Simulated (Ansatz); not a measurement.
# triplet CHClInNO at 4 levels

Aim: a comparison of 4 runs (UHF/STO-3G, UBLYP/def2-SVP, UPBE0/def2-SVP, RPA@PBE/def2-SVP) of triplet CHClInNO. 

The results are computed with Ansatz 0.2.0.

147 further runs of the same task are left out: 6 that didn't finish, 141 set aside as unsound or not needed. Runs told in other sessions of the task aren't counted.

## Step 1: Starting point

CHClInNO: 6 atoms, total charge 0, spin state triplet. As SMILES of the parent species, `O=C=[N][InH][Cl]`. The coordinates come from a PBE0-D4/def2-TZVP relaxation. This is one conformer, not always the lowest. That shape belongs to the parent species and isn't relaxed for this state.

Bond lengths: O1–C2 1.166 Å, C2–N3 1.205 Å, N3–In4 2.019 Å, In4–Cl5 2.315 Å, In4–H6 1.687 Å. Angles: O1–C2–N3 176.3°, C2–N3–In4 136.4°, N3–In4–Cl5 111.3°, N3–In4–H6 123.4°, Cl5–In4–H6 125.3°.

## Step 2: A single-point energy at UHF/STO-3G (run 1)

in.yaml reads:

```yaml
crystal:
  periodic: [false, false, false]
  atoms:
    - {symbol: O, position_ang: [1.628000, -2.320400, 0.058100]}
    - {symbol: C, position_ang: [0.896600, -1.470900, 0.379300]}
    - {symbol: "N", position_ang: [0.136700, -0.626900, 0.782100]}
    - {symbol: In, position_ang: [-0.744200, 1.027900, 0.031300]}
    - {symbol: Cl, position_ang: [-0.127000, 1.382000, -2.172000]}
    - {symbol: H, position_ang: [-1.790100, 2.008300, 0.921200]}
basis:
  gaussian: {orbitals: STO-3G}
magnetization: {spin_polarized: true, initial_magnetization: 2}
hamiltonian: {xc: hf}
accuracy: high
output: {orbitals: {seedname: orbitals}}
```

The run is started by

```bash
ansatz run in.yaml --threads 1 --pin off --max-ram 3480MiB --events-out events.jsonl --progress --plain --runs-dir runs
```

The program printed:

```text
Warning: RAYON_NUM_THREADS=1 ignored (pool sized by the plan → 1); use --threads N
Functional definition: HF
  name "HF"
  exchange = exact_x
  correlation = 0
1011 factors; integrals over basis functions are off by at most 3.3e-8 eV
mean field evaluation 1: about -171506.1840 eV, gradient 2.1e1 eV
mean field evaluation 2: about -171506.3477 eV, gradient 2.1e1 eV
mean field evaluation 4: about -171510.6701 eV, gradient 3.7e0 eV
mean field evaluation 8: about -171511.4899 eV, gradient 5.9e-1 eV
mean field evaluation 16: about -171511.5095 eV, gradient 2.8e-2 eV
mean field evaluation 32: about -171512.0382 eV, gradient 1.5e-3 eV
mean field evaluation 64: about -171512.0091 eV, gradient 1.1e-1 eV
mean field evaluation 96: about -171512.0113 eV, gradient 3.7e-2 eV
mean field evaluation 128: about -171511.8235 eV, gradient 7.5e-1 eV
mean field evaluation 160: about -171510.4507 eV, gradient 2.3e0 eV
mean field evaluation 192: about -171511.5037 eV, gradient 3.3e-1 eV
mean field evaluation 224: about -171511.8654 eV, gradient 2.2e0 eV
mean field evaluation 256: about -171510.6393 eV, gradient 3.7e0 eV
mean field evaluation 288: about -171512.0304 eV, gradient 8.8e-1 eV
mean field evaluation 320: about -171511.5091 eV, gradient 1.2e-3 eV
mean field -171512.03824516 eV, -6302.9511504747 hartree, gradient 8.4e-8 eV, S^2 2.122757; 5 other end points of the search recorded, 0 dependent functions left out
reference -171512.03824516 eV, -6302.9511504747 hartree; 45, 43 occupied and 7, 9 virtual orbitals, 1011 factors
Total energy: -171512.03824516 eV, -6302.9511504747 hartree
```

Wall time 14 s (1 thread of Arm Neoverse V1, shared host); peak memory 0.22 GiB.

## Step 3: A single-point energy at UBLYP/def2-SVP (core potential) (run 2)

molecule.yaml reads:

```yaml
crystal:
  periodic: [false, false, false]
  atoms:
    - {symbol: O, position_ang: [1.628000, -2.320400, 0.058100]}
    - {symbol: C, position_ang: [0.896600, -1.470900, 0.379300]}
    - {symbol: "N", position_ang: [0.136700, -0.626900, 0.782100]}
    - {symbol: In, position_ang: [-0.744200, 1.027900, 0.031300]}
    - {symbol: Cl, position_ang: [-0.127000, 1.382000, -2.172000]}
    - {symbol: H, position_ang: [-1.790100, 2.008300, 0.921200]}
basis:
  gaussian: {orbitals: def2-SVP}
magnetization: {spin_polarized: true, initial_magnetization: 2}
hamiltonian: {xc: {name: BLYP}}
accuracy: high
output: {orbitals: {seedname: orbitals}}
```

The run is started by

```bash
ansatz run molecule.yaml --threads 1 --pin off --max-ram 3480MiB --events-out events.jsonl --progress --plain --runs-dir runs
```

The program printed, shortened:

```text
Warning: RAYON_NUM_THREADS=1 ignored (pool sized by the plan → 1); use --threads N
Functional definition: BLYP
  name "BLYP"
[...]
2019 factors; integrals over basis functions are off by at most 7.1e-9 eV
[...]
mean field -22273.89294640 eV, -818.5504679933 hartree, gradient 6.0e-8 eV, S^2 2.004242; 10 other end points of the search recorded, 0 dependent functions left out
reference -22273.89299918 eV, -818.5504699330 hartree; 31, 29 occupied and 60, 62 virtual orbitals, 2019 factors
Total energy: -22273.89299918 eV, -818.5504699330 hartree
```

Wall time 67 s (1 thread of Arm Neoverse V1, shared host); peak memory 0.32 GiB.

Run 3 isn't shown in full; the table further down has it.

## Step 4: A single-point energy at RPA@PBE/def2-SVP (core potential) (run 4)

in.yaml: that of step 2 with these lines changed.

```diff
@@ -10,6 +10,12 @@
 basis:
-  gaussian: {orbitals: STO-3G}
-magnetization: {spin_polarized: true, initial_magnetization: 2}
-hamiltonian: {xc: hf}
+  gaussian:
+    orbitals: def2-SVP
+correlation:
+  method: rpa
+  frozen_orbitals: {C: 1, Cl: 5, H: 0, In: 4, "N": 1, O: 1}
+magnetization:
+  spin_polarized: true
+  initial_magnetization: 2
 accuracy: high
-output: {orbitals: {seedname: orbitals}}
+hamiltonian:
+  xc: pbe
```

The run is started by

```bash
ansatz run in.yaml --threads 1 --pin off --max-ram 3480MiB --events-out events.jsonl --progress --plain --runs-dir runs
```

The program printed, shortened:

```text
Warning: RAYON_NUM_THREADS=1 ignored (pool sized by the plan → 1); use --threads N
Functional definition: PBE
  name "PBE"
[...]
2019 factors; integrals over basis functions are off by at most 7.1e-9 eV
[...]
mean field -22266.01052591 eV, -818.2607943833 hartree, gradient 2.5e-8 eV, S^2 2.003050; 20 other end points of the search recorded, 0 dependent functions left out
12 core orbitals not correlated: weight in the atoms' cores, before any rotation towards them, 1.000 or more for the frozen orbitals, at most 0.000 for the correlated occupied ones
reference -22203.67053839 eV, -815.9698420972 hartree; 19, 17 occupied and 60, 62 virtual orbitals, 2019 factors
Total energy: -22233.69103574 eV, -817.0730750262 hartree
```

Wall time 2.8 min (1 thread of Arm Neoverse V1, shared host); peak memory 0.61 GiB.

## Step 5: The series

```
run                              level  core potential  frozen core orbitals   energy (Eh)  HOMO energy (eV)   ⟨S²⟩  wall time
  1                         UHF/STO-3G            none                     –  -6302.951150             -1.56  2.123       14 s
  2    UBLYP/def2-SVP (core potential)        def2-SVP                     –   -818.550470             -2.35  2.004       67 s
  3    UPBE0/def2-SVP (core potential)        def2-SVP                     –   -818.274608             -3.46  2.013    1.7 min
  4  RPA@PBE/def2-SVP (core potential)        def2-SVP                    12   -817.073075                 –  2.003    2.8 min
```

## Step 6: Outcome

```
                                quantity          value
                     run 4: total energy  -817.07308 Eh
 run 4: RPA correlation energy (valence)    -1103.2 mEh
run 4: ⟨S²⟩ of the reference determinant          2.003
```

Totals of different functionals can't be ranked against each other. Some runs of one species differ in core potentials or relativity; totals across that change don't compare. In run 1 the basis is minimal, so the values are rough. In run 1 relativity is left out where basis or elements ask for it. Spin contamination of the reference: run 1 ⟨S²⟩ = 2.12. All runs together took 5.8 min, the longest 2.8 min.
